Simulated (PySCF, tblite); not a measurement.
**C3H9AlF2O: a rotation path, then NMR shifts on frames**

Aim: move C3H9AlF2O (`C[O+]([AlH3-])CC(F)F`) away from its starting geometry and see how NMR shifts follow the geometry.

Computed with tblite 0.8.0 and PySCF 2.14.0, with density-fitted response routines of our own, on a single molecule in the gas phase. Atoms count from 0, in the outputs and in this text.

## (1) Starting geometry

16 atoms, charge 0, multiplicity 1; geometry from: GFN2-xTB.

Bonds of the start (Å): C0–O1 1.42, O1–Al2 1.89, O1–C3 1.40, C3–C4 1.53, C4–F5 1.36, C4–F6 1.35, C0–H7 1.09, C0–H8 1.09, C0–H9 1.09, Al2–H10 1.58, Al2–H11 1.58, Al2–H12 1.57, C3–H13 1.10, C3–H14 1.10, C4–H15 1.10.

## (2) A band between two rotamers with GFN2-xTB

The job: settings as JSON, then the geometry in Å.

```
{"job": {"kind": "neb", "xc": "GFN2-xTB", "basis": "xTB", "atoms": [1, 3, 4, 6], "turn": 120}, "charge": 0, "multiplicity": 1}
C     -0.524284     1.593853    -0.395206
O     -0.538930     0.197746    -0.148074
Al    -1.779221    -0.916387     0.743457
C      0.564416    -0.524093    -0.626984
C      1.806959    -0.350481     0.247999
F      2.399831     0.850336     0.025977
F      2.724897    -1.283047    -0.075713
H     -1.467965     1.970829    -0.004169
H      0.305885     2.082499     0.116802
H     -0.462646     1.789927    -1.468372
H     -2.126904    -1.865969    -0.466682
H     -0.791937    -1.514526     1.824811
H     -2.766389     0.236890     1.139092
H      0.271965    -1.580048    -0.583473
H      0.800756    -0.248206    -1.661810
H      1.575968    -0.430380     1.320934
```

Method: GFN2-xTB climbing-image nudged elastic band, gas phase.

Launch:

```console
> OMP_NUM_THREADS=1 python probes_run.py task.json out
```

The driver reads the jobs from task.json and runs them one after another.

The log of the run:

```text
image   E - E0 / eV
  0       0.0000
  1       0.0161
  2       0.0507
  3       0.0913
  4       0.1214
  5       0.1300
  6       0.1193
  7       0.1033
  8       0.0861
```

Run time: 2.4 s. Hardware: 1 thread of Intel Xeon Platinum 8559C, shared host; peak memory 0.19 GiB.

The final band, with the dihedral O1–C3–C4–F6:

| image | dihedral (°) | energy (eV) | energy (kcal/mol) |
| --- | --- | --- | --- |
| 0 | 166 | 0.000 | 0.0 |
| 1 | 179 | 0.016 | 0.4 |
| 2 | 192 | 0.051 | 1.2 |
| 3 | 207 | 0.091 | 2.1 |
| 4 | 221 | 0.121 | 2.8 |
| 5 | 235 | 0.130 | 3.0 |
| 6 | 249 | 0.119 | 2.8 |
| 7 | 264 | 0.103 | 2.4 |
| 8 | 276 | 0.086 | 2.0 |

## (3) Shielding tensors: image 0, PBE0/pcSseg-1

The job: settings as JSON, then the geometry in Å.

```
{"job": {"kind": "nmr", "xc": "PBE0", "basis": "pcSseg-1", "pop": false}, "charge": 0, "multiplicity": 1}
C     -0.524300     1.593900    -0.395200
O     -0.538900     0.197700    -0.148100
Al    -1.779200    -0.916400     0.743500
C      0.564400    -0.524100    -0.627000
C      1.807000    -0.350500     0.248000
F      2.399800     0.850300     0.026000
F      2.724900    -1.283000    -0.075700
H     -1.468000     1.970800    -0.004200
H      0.305900     2.082500     0.116800
H     -0.462600     1.789900    -1.468400
H     -2.126900    -1.866000    -0.466700
H     -0.791900    -1.514500     1.824800
H     -2.766400     0.236900     1.139100
H      0.272000    -1.580000    -0.583500
H      0.800800    -0.248200    -1.661800
H      1.576000    -0.430400     1.320900
```

Method: GIAO PBE0/pcSseg-1 NMR shielding, non-relativistic, gas phase.

The log of the run:

```text
coarse grid: 13720 points
cycle   1  E = -636.3076226771  dE =  7.210e-01  |g| = 7.430e-01  |ddm| = 3.277e+00
cycle   2  E = -636.2280597651  dE =  7.956e-02  |g| = 1.058e+00  |ddm| = 9.402e-01
cycle   3  E = -636.4012643083  dE = -1.732e-01  |g| = 5.530e-02  |ddm| = 5.585e-01
cycle   4  E = -636.4017817270  dE = -5.174e-04  |g| = 1.739e-02  |ddm| = 4.735e-02
cycle   5  E = -636.4018248364  dE = -4.311e-05  |g| = 8.439e-03  |ddm| = 1.454e-02
cycle   6  E = -636.4018359139  dE = -1.108e-05  |g| = 1.721e-03  |ddm| = 5.289e-03
cycle   7  E = -636.4018364327  dE = -5.189e-07  |g| = 3.855e-04  |ddm| = 1.551e-03
final grid: 128280 points
cycle   8  E = -636.4658618243  dE = -4.073e-05  |g| = 1.063e-02  |ddm| = 2.331e-02
cycle   9  E = -636.4658453515  dE =  1.647e-05  |g| = 1.473e-02  |ddm| = 1.277e-02
cycle  10  E = -636.4658823457  dE = -3.699e-05  |g| = 1.147e-03  |ddm| = 7.401e-03
cycle  11  E = -636.4658826217  dE = -2.759e-07  |g| = 2.159e-04  |ddm| = 1.051e-03
cycle  12  E = -636.4658826304  dE = -8.723e-09  |g| = 9.187e-05  |ddm| = 2.156e-04
cycle  13  E = -636.4658826315  dE = -1.157e-09  |g| = 2.582e-05  |ddm| = 6.209e-05
cycle  14  E = -636.4658826317  dE = -1.060e-10  |g| = 4.228e-06  |ddm| = 1.926e-05
converged SCF energy = -636.4658826317

GIAO shielding tensors (ppm)
atom      isotropic    diamagn.    paramagn.     s11        s22        s33       span
  0 C      123.559     245.864    -122.306     88.821     98.250    183.606     94.785
  1 O      333.484     401.714     -68.231    302.368    318.431    379.652     77.283
  2 Al     402.539     796.049    -393.510    367.668    404.472    435.477     67.808
  3 C      110.902     248.747    -137.845     89.675     95.073    147.958     58.283
  4 C       65.071     243.939    -178.868     48.662     66.095     80.456     31.794
  5 F      304.742     473.650    -168.909    211.065    328.033    375.127    164.062
  6 F      316.601     468.289    -151.688    205.303    328.321    416.181    210.878
  7 H       27.212      29.565      -2.353     22.683     25.981     32.973     10.291
  8 H       27.542      30.130      -2.588     22.782     27.009     32.836     10.054
  9 H       28.195      29.481      -1.286     24.819     25.375     34.390      9.571
 10 H       27.362      30.191      -2.829     24.039     26.328     31.718      7.679
 11 H       27.410      30.661      -3.251     23.776     27.243     31.210      7.433
 12 H       27.547      30.685      -3.138     23.942     26.767     31.931      7.990
 13 H       26.950      30.677      -3.727     22.163     28.232     30.454      8.291
 14 H       28.053      30.402      -2.349     24.572     27.564     32.023      7.451
 15 H       25.144      29.260      -4.116     23.307     24.604     27.522      4.215
```

Wall time 18 s (1 thread of Intel Xeon Platinum 8559C, shared host); peak memory 0.78 GiB.

The references, computed at this level on geometries of the same kind, shield at (ppm): 1H TMS 31.72, 13C TMS 186.9, 19F CFCl3 170.9, 17O H2O 336.1, 27Al AlH4- 490.0. Their shielding less the atom's gives the shift. The references are single molecules in the gas phase, so shifts against H2O, NH3, PH3, H3PO4 or CFCl3 are not on the usual liquid scales and can be off by tens of ppm. Shifts against hydride references such as AlH4− lie on their own scale. Each atom is listed at this fixed geometry, with no averaging over motion; a spectrum would average atoms that exchange fast.

| atoms | environment | σ (ppm) | δ (ppm) |
| --- | --- | --- | --- |
| C4 | sp3 CH bonded to 2 F | 65.1 | 121.9 |
| C3 | sp3 CH2 bonded to O | 110.9 | 76.0 |
| C0 | methyl carbon bonded to O | 123.6 | 63.4 |
| H15 | hydrogen on an sp3 CH bonded to 2 F | 25.14 | 6.57 |
| H13 | hydrogen on an sp3 CH2 bonded to O | 26.95 | 4.77 |
| H7 | hydrogen on a methyl carbon bonded to O | 27.21 | 4.50 |
| H10 | hydrogen on an aluminium bonded to O | 27.36 | 4.36 |
| H11 | hydrogen on an aluminium bonded to O | 27.41 | 4.31 |
| H8 | hydrogen on a methyl carbon bonded to O | 27.54 | 4.17 |
| H12 | hydrogen on an aluminium bonded to O | 27.55 | 4.17 |
| H14 | hydrogen on an sp3 CH2 bonded to O | 28.05 | 3.66 |
| H9 | hydrogen on a methyl carbon bonded to O | 28.19 | 3.52 |
| O1 | donor oxygen of a Lewis adduct | 333.5 | 2.6 |
| Al2 | aluminium bonded to O, 3 H | 402.5 | 87.4 |
| F5 | fluorine of a CF2 group | 304.7 | -133.8 |
| F6 | fluorine of a CF2 group | 316.6 | -145.7 |

## (4) NMR shieldings: image 2, PBE0/pcSseg-1

The job: settings as JSON, then the geometry in Å.

```
{"job": {"kind": "nmr", "xc": "PBE0", "basis": "pcSseg-1", "pop": false}, "charge": 0, "multiplicity": 1}
C     -0.522800     1.587200    -0.473300
O     -0.518100     0.205300    -0.142800
Al    -1.786600    -0.846100     0.787500
C      0.571700    -0.545500    -0.609000
C      1.820500    -0.418200     0.274400
F      2.134700     0.877600     0.510600
F      2.879200    -0.939500    -0.384600
H     -1.463800     1.973200    -0.085100
H      0.308800     2.115300    -0.007200
H     -0.487000     1.720800    -1.557200
H     -2.156400    -1.853500    -0.370600
H     -0.817600    -1.417500     1.896700
H     -2.760000     0.338500     1.123300
H      0.245700    -1.592200    -0.577900
H      0.827100    -0.272100    -1.640500
H      1.716800    -0.924300     1.244300
```

With the program's defaults for keys left out, this is: GIAO PBE0/pcSseg-1 NMR shielding, non-relativistic, gas phase.

The log of the run:

```text
coarse grid: 13720 points
cycle   1  E = -636.3073393495  dE =  7.106e-01  |g| = 7.392e-01  |ddm| = 3.275e+00
cycle   2  E = -636.2281586158  dE =  7.918e-02  |g| = 1.053e+00  |ddm| = 9.346e-01
cycle   3  E = -636.4000686464  dE = -1.719e-01  |g| = 5.605e-02  |ddm| = 5.579e-01
cycle   4  E = -636.4005969102  dE = -5.283e-04  |g| = 1.805e-02  |ddm| = 4.793e-02
cycle   5  E = -636.4006434683  dE = -4.656e-05  |g| = 8.616e-03  |ddm| = 1.501e-02
cycle   6  E = -636.4006550349  dE = -1.157e-05  |g| = 1.774e-03  |ddm| = 5.456e-03
cycle   7  E = -636.4006555943  dE = -5.594e-07  |g| = 3.802e-04  |ddm| = 1.585e-03
final grid: 128280 points
cycle   8  E = -636.4657310880  dE = -4.297e-05  |g| = 1.050e-02  |ddm| = 2.272e-02
cycle   9  E = -636.4657151358  dE =  1.595e-05  |g| = 1.453e-02  |ddm| = 1.260e-02
cycle  10  E = -636.4657510454  dE = -3.591e-05  |g| = 1.128e-03  |ddm| = 7.279e-03
cycle  11  E = -636.4657513117  dE = -2.663e-07  |g| = 2.308e-04  |ddm| = 1.056e-03
cycle  12  E = -636.4657513217  dE = -1.004e-08  |g| = 9.156e-05  |ddm| = 2.154e-04
cycle  13  E = -636.4657513228  dE = -1.130e-09  |g| = 2.645e-05  |ddm| = 6.138e-05
cycle  14  E = -636.4657513229  dE = -1.085e-10  |g| = 4.337e-06  |ddm| = 1.920e-05
converged SCF energy = -636.4657513229

GIAO shielding tensors (ppm)
atom      isotropic    diamagn.    paramagn.     s11        s22        s33       span
  0 C      122.030     245.737    -123.708     85.955     95.656    184.478     98.523
  1 O      331.412     401.727     -70.315    299.092    315.594    379.551     80.459
  2 Al     400.718     796.110    -395.392    366.030    400.473    435.651     69.620
  3 C      112.372     248.622    -136.250     87.490     96.766    152.861     65.371
  4 C       66.837     242.120    -175.283     48.693     66.361     85.455     36.762
  5 F      316.239     474.456    -158.217    223.216    334.805    390.698    167.482
  6 F      315.640     468.801    -153.161    216.960    337.722    392.239    175.279
  7 H       27.185      29.647      -2.462     22.675     25.947     32.934     10.258
  8 H       27.180      30.051      -2.871     21.965     27.339     32.237     10.272
  9 H       28.196      29.536      -1.340     24.712     25.422     34.453      9.742
 10 H       27.317      30.183      -2.866     24.019     26.318     31.616      7.597
 11 H       27.391      30.803      -3.412     23.688     27.216     31.270      7.583
 12 H       27.512      30.719      -3.207     23.954     26.774     31.808      7.853
 13 H       26.940      30.468      -3.529     22.531     27.820     30.468      7.937
 14 H       28.174      30.532      -2.358     24.434     27.691     32.396      7.961
 15 H       25.017      28.486      -3.469     22.532     24.348     28.172      5.640
```

Run time: 17 s. Hardware: 1 thread of Intel Xeon Platinum 8559C, shared host; peak memory 0.81 GiB.

Key values: δ C4 120.1, C3 74.6, C0 64.9, O1 4.7, H15 6.70, H13 4.78 ppm.

(Part 1 of 2 ends here.)
